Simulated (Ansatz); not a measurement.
# H4NSe: the cost of one run

All numbers below are computed with Ansatz 0.2.0 (UKS PBE-D4/def2-SVPD).

### Step 1. The system as given

Bond lengths: Se2–H4 1.442 Å, N3–H5 1.015 Å, N3–H6 1.015 Å. Angles: H5–N3–H6 107.8°.

As a file:

```xyz
6

H    -0.0778   -0.0853   -0.0369
Se    0.4629   -1.3421   -1.4871
N    -0.2232    0.7530    0.9849
H    -0.5346   -0.6779   -2.2890
H     0.6774    1.2171    1.0424
H    -0.3047    0.1352    1.7856
```

### Step 2. A restrained relaxation towards end A

Springs on the bonds that form and break draw the guess towards this end; the thresholds are loose.

input.yaml reads:

```yaml
crystal:
  periodic: [false, false, false]
  atoms:
    - { symbol: H, position_ang: [-0.0778, -0.0853, -0.0369] }
    - { symbol: Se, position_ang: [0.4629, -1.3421, -1.4871] }
    - { symbol: "N", position_ang: [-0.2232, 0.753, 0.9849] }
    - { symbol: H, position_ang: [-0.5346, -0.6779, -2.289] }
    - { symbol: H, position_ang: [0.6774, 1.2171, 1.0424] }
    - { symbol: H, position_ang: [-0.3047, 0.1352, 1.7856] }
magnetization:
  spin_polarized: true
  initial_magnetization: 1
basis:
  gaussian: { orbitals: def2-SVPD }
hamiltonian:
  xc: pbe
  dispersion: d4
relax:
  f_tol: 0.15
  max_steps: 25
  restrain:
    - { distance: [0, 2], at: 2.32, k: 30.0 }
    - { distance: [1, 0], at: 1.51, k: 30.0 }
```

On the command line:

```bash
$ ansatz run input.yaml --threads 2 --pin off --max-ram 3072MiB --backend cpu --events-out ev --progress --plain --runs-dir out
```

**Question.** How long does this run take on 2 threads of Arm Neoverse V2, shared host, and how much memory does it need?

About 33 s, with a peak of 0.18 GiB.
